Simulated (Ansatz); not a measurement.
BaTiO3, space group Pm-3m, a band structure

Run with the Python package of Ansatz (0.2.0).

The script reads `batio3.vasp`:
```text
BaTiO3
1.0
   4.00600000    0.00000000    0.00000000
   0.00000000    4.00600000    0.00000000
   0.00000000    0.00000000    4.00600000
Ba Ti O
1 1 3
Direct
   0.50000000    0.50000000    0.50000000
   0.00000000    0.00000000    0.00000000
   0.50000000    0.00000000    0.00000000
   0.00000000    0.50000000    0.00000000
   0.00000000    0.00000000    0.50000000
```

`run_bands.py`:
```python
"""Bands of BaTiO3 along a path through the zone."""

import ansatz
from ase.io import read
import numpy as np


def main() -> None:
    atoms = read("batio3.vasp", format="vasp")
    batio3 = ansatz.Crystal.from_ase(atoms)

    # high-symmetry points in fractions of the reciprocal vectors
    path = [
        ("G", (0.0, 0.0, 0.0)),
        ("X", (0.0, 0.5, 0.0)),
        ("M", (0.5, 0.5, 0.0)),
        ("G", (0.0, 0.0, 0.0)),
        ("R", (0.5, 0.5, 0.5)),
    ]
    calculation = batio3.calculation()
    calculation = calculation.kpoints(4).occupations("Fermi-Dirac", width=0.01)
    calculation = calculation.scf(tolerance=1e-10)
    calculation = calculation.basis(510)
    calculation = calculation.band_structure([point for _, point in path], intervals=6).scf(extra_bands=8)
    calculation = calculation.band_densities([("v1", "v1"), ("c1", "c1")])
    calculation = calculation.density()
    outcome = calculation.run(threads=1)
    summary = outcome.report

    print("%-22s %14.5f eV" % ("F = E - TS", summary["free_energy_ev"]))
    print("%-22s %14.5f eV" % ("E", summary["internal_energy_ev"]))
    print("%-22s %14.5f eV" % ("Harris-Foulkes", summary["harris_foulkes_ev"]))
    print("%-22s %14.5f eV" % ("Fermi level", summary["fermi_energy_ev"]))

    # how spread out the top filled and lowest empty bands are
    for name, window in zip(("top filled band", "lowest empty band"), outcome.band_densities().windows):
        field = window.outcome.density.channels[0].density_e_per_ang3
        ratio = field.mean() ** 2 / np.mean(field ** 2)
        print(f"{name}: band {window.window.first}, participation ratio {ratio:.3f} of the cell")

    rho = outcome.density()
    total = sum(ch.density_e_per_ang3 for ch in rho.channels[:2]) if len(rho.channels) < 3 else rho.channels[0].density_e_per_ang3
    print("grid", rho.dims, "electrons", round(float(total.mean() * rho.cell_volume_ang3), 4))
    profile = total.mean(axis=(1, 2))
    print("planar average along grid axis 0 (e/A^3):")
    print(np.array2string(profile[:: max(len(profile) // 16, 1)], precision=4))

    bands = outcome.band_structure()
    fermi = bands.fermi_energy_ev
    print(f"zero of the bands: {fermi:.3f} eV, the Fermi level found on the SCF mesh")
    for spin, channel in enumerate(bands.channels):
        levels = channel.eigenvalues_ev - fermi
        crossing = [b for b in range(levels.shape[1]) if levels[:, b].min() < 0 < levels[:, b].max()]
        print(f"channel {spin}: bands that cross the Fermi level on this path:", [b + 1 for b in crossing] or "none")
        shown = crossing or sorted(np.argsort(np.abs(levels).min(axis=0))[:2])
        for k, row in zip(bands.kpoints_frac, levels[:, shown]):
            print(f"{k[0]:7.3f} {k[1]:7.3f} {k[2]:7.3f}  ", " ".join(f"{e:8.3f}" for e in row))


if __name__ == "__main__":
    main()
```

```console
$ python run_bands.py
F = E - TS               -10159.56324 eV
E                        -10159.56324 eV
Harris-Foulkes           -10159.56324 eV
Fermi level                  11.16536 eV
top filled band: band 20, participation ratio 0.122 of the cell
lowest empty band: band 21, participation ratio 0.071 of the cell
grid (30, 30, 30) electrons 40.0
planar average along grid axis 0 (e/A^3):
[1.5404 1.4523 1.2091 0.8828 0.5778 0.3666 0.2558 0.2195 0.2332 0.2821
 0.3555 0.4456 0.5472 0.6455 0.7177 0.7442 0.7177 0.6455 0.5472 0.4456
 0.3555 0.2821 0.2332 0.2195 0.2558 0.3666 0.5778 0.8828 1.2091 1.4523]
zero of the bands: 11.165 eV, the Fermi level found on the SCF mesh
channel 0: bands that cross the Fermi level on this path: none
  0.000   0.000   0.000      0.892    0.892
  0.000   0.083   0.000      0.901    1.041
  0.000   0.167   0.000      0.923    1.403
  0.000   0.250   0.000      0.954    1.837
  0.000   0.333   0.000      0.986    2.233
  0.000   0.417   0.000      1.010    2.508
  0.000   0.500   0.000      1.019    2.606
  0.083   0.500   0.000      1.152    2.607
  0.167   0.500   0.000      1.483    2.610
  0.250   0.500   0.000      1.889    2.615
  0.333   0.500   0.000      2.265    2.620
  0.417   0.500   0.000      2.529    2.623
  0.500   0.500   0.000      2.625    2.625
  0.417   0.417   0.000      2.513    2.543
  0.333   0.333   0.000      2.210    2.302
  0.250   0.250   0.000      1.794    1.929
  0.167   0.167   0.000      1.364    1.479
  0.083   0.083   0.000      1.026    1.070
  0.000   0.000   0.000      0.892    0.892
  0.083   0.083   0.083      1.132    1.183
  0.167   0.167   0.167      1.667    1.731
  0.250   0.250   0.250      2.278    2.298
  0.333   0.333   0.333      2.801    2.801
  0.417   0.417   0.417      3.154    3.154
  0.500   0.500   0.500      3.281    3.281
```

Notes:
- Total energies depend on the potentials; only differences at equal settings carry meaning. A total without «per atom» is that of the whole cell that was run.
- Spin is left out of this run.
- The zero of the levels is a convention of the potentials, so an absolute Fermi energy is no work function.
- This is a high-temperature or high-pressure form, not the ambient phase.
- In a crystal with a gap the Fermi level's place inside it depends on smearing and mesh.
- No functional is typed, so the default, PBE, holds.
- Grid values close to the nuclei reflect the PAW or pseudopotential construction, not the all-electron fields.
- The starting cell is as deposited in a crystallographic database; the results hold for this polymorph, which needn't be the stable one.
- Gaps and levels are Kohn-Sham values on a finite set of k-points, without spin-orbit coupling.
- Run time: 5.8 s on 1 thread of Arm Neoverse N1 (shared host), peak memory 0.45 GiB.
